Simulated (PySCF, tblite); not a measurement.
**AsGeH6N: isotopologues and vibrational averages**

How do isotopes change the rotational constants and shieldings of AsGeH6N (`[NH2][GeH2][AsH2]`)?

Programs: PySCF 2.14.0 with density-fitted response routines of our own, and tblite 0.8.0. All values are computed, except where a source is named. Atoms count from 0 throughout.

## (1) The starting structure

9 atoms, charge 0, multiplicity 1; geometry from: force field or distance geometry start.

Bonds of the start (Å): As2–H7 1.53, As2–H8 1.54, Ge1–As2 2.47, Ge1–H5 1.57, Ge1–H6 1.51, N0–Ge1 1.85, N0–H3 1.06, N0–H4 1.02.

## (2) GFN2-xTB relaxation, lowest of a short conformer search

Job settings and geometry (Å):

```
{"job": {"xc": "GFN2-xTB", "basis": "xTB", "kind": "relax"}, "charge": 0, "multiplicity": 1}
N     -1.316300    -0.849800     0.336900
Ge    -0.560900     0.777900    -0.130700
As     1.868800     0.365500    -0.209100
H     -2.031100    -1.152900    -0.391200
H     -0.733300    -1.564000     0.772000
H     -0.883800     1.757400     1.054100
H     -0.948600     1.319500    -1.490200
H      2.186900    -0.729500    -1.227800
H      2.472500     0.099800     1.185100
```

Started as:

```bash
$ OMP_NUM_THREADS=1 python ens_run.py task.json out
```

This one command runs the whole study; its stages follow in the order run.

What it wrote:

```text
step      E/eV     max force
  0    -278.18838    2.878
  1    -278.48666    2.429
  2    -278.92451    2.518
  3    -279.11958    1.141
  4    -279.23043    1.042
  5    -279.35982    0.769
  6    -279.40125    0.741
  7    -279.41842    0.400
  8    -279.42957    0.414
  9    -279.43721    0.412
 10    -279.44660    0.372
 11    -279.45443    0.439
 12    -279.46110    0.294
 13    -279.46481    0.212
 14    -279.46780    0.171
 15    -279.47104    0.205
 16    -279.47464    0.221
 17    -279.47722    0.156
 18    -279.47859    0.159
 19    -279.47963    0.144
 20    -279.48087    0.130
 21    -279.48215    0.130
 22    -279.48332    0.127
 23    -279.48450    0.125
 24    -279.48598    0.197
 25    -279.48781    0.204
 26    -279.48957    0.169
 27    -279.49077    0.135
 28    -279.49170    0.090
 29    -279.49271    0.117
 30    -279.49360    0.091
 31    -279.49412    0.050
 32    -279.49439    0.055
 33    -279.49459    0.061
 34    -279.49484    0.069
 35    -279.49519    0.087
 36    -279.49554    0.076
 37    -279.49577    0.041
 38    -279.49586    0.025
 39    -279.49589    0.025
 40    -279.49593    0.026
 41    -279.49600    0.039
 42    -279.49610    0.052
 43    -279.49621    0.045
 44    -279.49627    0.021
 45    -279.49628    0.015
 46    -279.49630    0.014
 47    -279.49632    0.021
 48    -279.49637    0.028
 49    -279.49642    0.025
 50    -279.49646    0.014
 51    -279.49648    0.010
 52    -279.49649    0.014
 53    -279.49651    0.017
 54    -279.49654    0.020
 55    -279.49658    0.025
 56    -279.49662    0.021
 57    -279.49665    0.013
 58    -279.49667    0.014
 59    -279.49669    0.018
 60    -279.49674    0.030
 61    -279.49686    0.048
 62    -279.49715    0.076
 63    -279.49760    0.118
 64    -279.49834    0.107
 65    -279.49941    0.248
 66    -279.50039    0.206
 67    -279.50227    0.137
 68    -279.50173    0.444
 69    -279.50490    0.133
 70    -279.50725    0.136
 71    -279.51075    0.672
 72    -279.51608    0.088
 73    -279.52049    0.161
 74    -279.50455    1.008
 75    -279.52393    0.149
 76    -279.52565    0.164
 77    -279.52659    0.453
 78    -279.52866    0.157
 79    -279.52943    0.173
 80    -279.53171    0.195
 81    -279.53308    0.114
 82    -279.53452    0.097
 83    -279.53572    0.088
 84    -279.53638    0.169
 85    -279.53691    0.145
 86    -279.53766    0.117
 87    -279.53821    0.111
 88    -279.53877    0.075
 89    -279.53933    0.054
 90    -279.53965    0.036
 91    -279.53974    0.050
 92    -279.53982    0.026
 93    -279.53986    0.026
 94    -279.53993    0.023
 95    -279.53995    0.020
 96    -279.53999    0.011
 97    -279.54002    0.011
 98    -279.54005    0.010
 99    -279.54006    0.009
100    -279.54007    0.010
101    -279.54010    0.013
102    -279.54015    0.021
103    -279.54023    0.032
104    -279.54037    0.049
105    -279.54062    0.066
106    -279.54106    0.079
107    -279.54158    0.076
108    -279.54226    0.069
109    -279.54255    0.061
110    -279.54277    0.042
111    -279.54297    0.037
112    -279.54316    0.041
113    -279.54330    0.047
114    -279.54354    0.043
115    -279.54375    0.040
116    -279.54384    0.026
117    -279.54390    0.020
118    -279.54394    0.024
119    -279.54399    0.016
120    -279.54402    0.014
121    -279.54405    0.013
122    -279.54406    0.009
123    -279.54407    0.008
124    -279.54408    0.007
125    -279.54408    0.007
126    -279.54408    0.005
127    -279.54409    0.002
```

Run time: 0.76 s. Hardware: 1 thread of Arm Neoverse N1, shared host.

Relaxing gained 1.356 eV and moved the atoms by 0.49 Å on average (rms).

## (3) Tight optimisation and Hessian

Job settings and geometry (Å):

```
{"job": {"xc": "PBE0", "basis": "pcSseg-1", "grid": 2, "temperatures": [350, 700], "kind": "geom"}, "charge": 0, "multiplicity": 1}
N     -1.040143    -0.846820     0.416553
Ge    -0.342360     0.738959    -0.169700
As     2.038382     0.656093    -0.123998
H     -2.047149    -0.923815     0.409121
H     -0.659438    -1.685150    -0.000199
H     -0.974419     1.741217     0.777565
H     -0.929026     1.138561    -1.534170
H      2.022778    -0.586614    -0.975995
H      1.985620    -0.208456     1.100105
```

What it wrote:

```text
step   0  E = -118918.7449061 eV  max force = 0.83393
step   1  E = -118918.8168114 eV  max force = 0.68848
step   2  E = -118918.8248119 eV  max force = 0.36589
step   3  E = -118918.8321839 eV  max force = 0.24756
step   4  E = -118918.8292406 eV  max force = 0.25687
step   5  E = -118918.8399102 eV  max force = 0.04420
step   6  E = -118918.8408128 eV  max force = 0.01888
step   7  E = -118918.8412330 eV  max force = 0.05336
step   8  E = -118918.8415579 eV  max force = 0.06365
step   9  E = -118918.8417716 eV  max force = 0.01824
step  10  E = -118918.8418108 eV  max force = 0.02413
step  11  E = -118918.8418326 eV  max force = 0.00854
step  12  E = -118918.8418433 eV  max force = 0.00459
step  13  E = -118918.8418462 eV  max force = 0.00312
step  14  E = -118918.8418467 eV  max force = 0.00098
step  15  E = -118918.8418467 eV  max force = 0.00098
step  16  E = -118918.8418467 eV  max force = 0.00017
harmonic wavenumbers (cm-1): 105.7 127.9 185.0 264.4 399.0 539.8 582.9 632.4 691.5 720.3 763.0 878.3 932.4 1000.8 1567.1 2094.8 2165.2 2212.1 2230.9 3526.8 3627.0
```

Wall time 17 min (1 thread of Arm Neoverse N1, shared host); peak memory 0.6 GiB.

## (4) Displacements along the modes, parent

Job settings and geometry (Å):

```
{"job": {"xc": "PBE0", "basis": "pcSseg-1", "grid": 2, "temperatures": [350, 700], "kind": "vib", "mass_numbers": [14, 74, 75, 1, 1, 1, 1, 1, 1]}, "charge": 0, "multiplicity": 1}
N     -1.057802    -0.905879     0.440106
Ge    -0.399386     0.708622    -0.163745
As     2.023092     0.687442    -0.110982
H     -2.068855    -0.923902     0.543998
H     -0.787912    -1.699711    -0.133198
H     -0.937361     1.775498     0.801504
H     -0.822885     1.087136    -1.603745
H      2.075309    -0.534374    -1.020496
H      2.030045    -0.170857     1.145838
```

What it wrote:

```text
mode    cm-1    km/mol   phi_rrr   E(+)/cm-1  E(-)/cm-1
  1    105.74     1.46      -3.3      60.39      61.43
  2    127.94     5.38      20.1      42.22      41.05
  3    184.99    36.79      27.3      81.45      79.64
  4    264.36     1.63     -56.5      45.56      49.72
  5    399.04    20.75     -12.3      73.48      74.14
  6    539.82   144.25    -220.5      95.31     111.68
  7    582.92    49.26     -28.7     104.82     106.91
  8    632.44    44.41       0.3     114.28     114.47
  9    691.55    35.16     116.1     128.95     120.40
 10    720.27     7.96      -6.9     129.90     130.30
 11    762.96   105.09       3.4     137.88     137.96
 12    878.27    90.14     -83.2     155.39     161.42
 13    932.35    51.03      -9.6     169.25     169.92
 14   1000.78    16.26      39.6     181.64     178.60
 15   1567.08    28.30     163.3     288.21     276.36
 16   2094.78   164.45   -1201.2     337.17     423.44
 17   2165.21    99.66    1191.0     435.62     350.15
 18   2212.06    80.23   -1090.0     361.74     439.96
 19   2230.90    72.26    -987.6     368.86     439.62
 20   3526.84    11.29    1625.4     696.76     579.97
 21   3627.01    18.96     322.9     668.18     644.99
```

It took 16 min on 1 thread of Arm Neoverse N1, shared host; peak memory 0.63 GiB.

## (5) Displacements along the modes, 2H at atom 3

The job, as its differences from that of step 4:

```diff
@@ -1,2 +1,2 @@
-{"job": {"xc": "PBE0", "basis": "pcSseg-1", "grid": 2, "temperatures": [350, 700], "kind": "vib", "mass_numbers": [14, 74, 75, 1, 1, 1, 1, 1, 1]}, "charge": 0, "multiplicity": 1}
+{"job": {"xc": "PBE0", "basis": "pcSseg-1", "grid": 2, "temperatures": [350, 700], "kind": "vib", "mass_numbers": [14, 74, 75, 2, 1, 1, 1, 1, 1]}, "charge": 0, "multiplicity": 1}
 N     -1.057802    -0.905879     0.440106
```

What it wrote:

```text
mode    cm-1    km/mol   phi_rrr   E(+)/cm-1  E(-)/cm-1
  1    104.99     1.10       4.9      60.78      59.70
  2    117.95     8.77      18.3      51.16      50.10
  3    158.54    20.38     -14.9      41.95      42.89
  4    263.60     1.45     -56.3      45.44      49.57
  5    398.81    20.85     -11.8      73.46      74.08
  6    488.81   110.84    -257.7      85.58     104.69
  7    579.97    40.10      24.6     106.25     104.46
  8    614.41    28.71      -2.3     111.19     111.21
  9    647.70    52.22     157.5     122.44     111.14
 10    709.70     8.74      29.2     129.32     127.15
 11    760.53   102.13      -8.6     137.04     138.00
 12    843.96    82.04     -46.3     150.90     154.31
 13    884.01    56.74      72.2     162.03     156.81
 14   1000.78    16.31      39.6     181.64     178.60
 15   1393.13    34.84    -110.1     247.54     255.56
 16   2094.77   164.31   -1201.2     337.17     423.43
 17   2165.19    99.26   -1191.1     350.14     435.62
 18   2212.06    80.32   -1090.0     361.74     439.96
 19   2230.90    72.35     987.6     439.62     368.86
 20   2604.13    15.50   -1443.0     420.74     524.34
 21   3586.02    15.07    2315.1     735.66     569.58
```

Wall time 16 min (1 thread of Arm Neoverse N1, shared host); peak memory 0.63 GiB.

## (6) Vibrational averages by isotopologue

Job settings and geometry (Å):

```
{"job": {"xc": "PBE0", "basis": "pcSseg-1", "grid": 2, "temperatures": [350, 700], "kind": "iso"}, "charge": 0, "multiplicity": 1}
N     -1.057802    -0.905879     0.440106
Ge    -0.399386     0.708622    -0.163745
As     2.023092     0.687442    -0.110982
H     -2.068855    -0.923902     0.543998
H     -0.787912    -1.699711    -0.133198
H     -0.937361     1.775498     0.801504
H     -0.822885     1.087136    -1.603745
H      2.075309    -0.534374    -1.020496
H      2.030045    -0.170857     1.145838
```

What it wrote:

```text
parent
  Be/MHz 10648.936 1716.35 1533.823
  B0/MHz 10654.371 1705.28 1524.169
  ZPE/cm-1 12623.7
  <sigma>(0 K)/ppm 245.633 1392.306 1862.031 30.715 31.089 26.108 25.545 28.914 28.705
2H at atom 3
  Be/MHz 10375.503 1667.636 1489.495
  B0/MHz 10362.731 1657.914 1480.881
  ZPE/cm-1 11930.0
  <sigma>(0 K)/ppm 246.409 1392.704 1863.517 30.840 31.119 26.118 25.550 28.917 28.706
```

Run time: 49 min. Hardware: 1 thread of Arm Neoverse N1, shared host; peak memory 0.63 GiB. This counts the whole study up to here.

Rotational constants (MHz) at equilibrium and in the ground state:

| isotopologue | Be | B0 | zero-point change (cm⁻¹) |
| --- | --- | --- | --- |
| parent | 10648.9, 1716.3, 1533.8 | 10654.4, 1705.3, 1524.2 | 0.0 |
| 2H at atom 3 | 10375.5, 1667.6, 1489.5 | 10362.7, 1657.9, 1480.9 | -693.7 |

Shieldings of the first species (ppm): at equilibrium, the vibrational parts at 0 K, and the averages:

| atom | equilibrium | anharmonic | harmonic | 0 K | 350 K | 700 K |
| --- | --- | --- | --- | --- | --- | --- |
| N0 | 254.67 | 6.46 | -15.50 | 245.63 | 246.82 | 248.26 |
| Ge1 | 1400.81 | 2.06 | -10.56 | 1392.31 | 1394.41 | 1396.74 |
| As2 | 1908.86 | 9.42 | -56.25 | 1862.03 | 1838.47 | 1802.77 |
| H3 | 31.38 | 0.76 | -1.42 | 30.71 | 30.66 | 30.53 |
| H4 | 31.70 | 0.68 | -1.30 | 31.09 | 31.05 | 30.96 |
| H5 | 26.54 | -0.08 | -0.35 | 26.11 | 26.02 | 25.83 |
| H6 | 25.92 | -0.06 | -0.31 | 25.54 | 25.51 | 25.40 |
| H7 | 29.35 | 0.22 | -0.66 | 28.91 | 28.78 | 28.55 |
| H8 | 29.16 | 0.24 | -0.69 | 28.70 | 28.59 | 28.39 |

Isotope effects on the shieldings at 0 K (ppb; positive means more shielded):

| atom | 2H at atom 3 |
| --- | --- |
| N0 | 776 |
| Ge1 | 398 |
| As2 | 1486 |
| H3 | 125 |
| H4 | 30 |
| H5 | 10 |
| H6 | 5 |
| H7 | 3 |
| H8 | 1 |

## (7) Results

| quantity | value |
| --- | --- |
| point group | C1 |
| B0 of the first species | 10654.4, 1705.3, 1524.2 MHz |
| zero-point energy | 12624 cm⁻¹ |
| zero-point change of σ(As2) | -46.83 ppm |

In words: Zero-point motion changes the shielding of As2 most, by -46.83 ppm. The largest secondary isotope effect is 1486 ppb on As2, 3 bonds from the change (2H at atom 3). The job flags a low mode; perturbation theory is less sure for low modes. Internal rotors are held in one well. Spin-orbit coupling is left out, which matters at and beside the heavy atoms.
